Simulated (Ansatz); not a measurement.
# NbC2: the cost of one run

Program: Ansatz 0.2.0. Level of theory: DFT PBE, scalar-relativistic, plane waves, PAW. These are calculated values, not measurements.

### 1 The system as given

Symmetry: P-6m2, No. 187, hexagonal system. Conventional cell: a = 2.295 Å, b = 2.295 Å, c = 12.220 Å, α = 90.00°, β = 90.00°, γ = 120.00°. Nb (site symmetry -6m2) is surrounded by 6 C at 1.74 Å. C (site symmetry 3m) has 3 Nb at 1.74 Å as nearest neighbours.

Coordinates:

```
Nb C
1.0
     2.29507    0.00000    0.00000
    -1.14754    1.98759    0.00000
     0.00000    0.00000   12.22008
Nb C
1 2
Direct
  0.33333 0.66667 0.00000
  0.66667 0.33333 0.90800
  0.66667 0.33333 0.09200
```

The cell is invented: species swapped into a database cell of WS2 (P-6m2, No. 187), with Nb on the W sites and C on the S sites. Its size is a rough estimate.

### 2 A first look at the guess

File input.yaml:

```yaml
crystal:
  lattice:
    - [2.29507313, 0.0, 0.0]
    - [-1.14753656, 1.98759163, 0.0]
    - [0.0, 0.0, 12.22007822]
  atoms:
    - { symbol: Nb, position: [0.33333333, 0.66666667, 0.0] }
    - { symbol: C, position: [0.66666667, 0.33333333, 0.90799952] }
    - { symbol: C, position: [0.66666667, 0.33333333, 0.09200048] }
basis:
  ecutwfc: 420
kpoints:
  mp_grid: { grid: [12, 12, 2] }
hamiltonian:
  xc: pbe
scf:
  occupations: { method: gaussian, width: 0.1 }
  lower_state_search: "off"
output:
  forces: true
  stress: true
  eigenvalues: true
```

Launch:

```sh
$ ansatz run input.yaml --threads 1 --pin off --max-ram 2560MiB --backend cpu --events-out ev --progress --plain --runs-dir out
```

Q: Estimate wall time and peak memory on 1 thread of AMD EPYC 9R45 (Zen 5), shared host.

About 1.4 s, with a peak of 0.39 GiB.
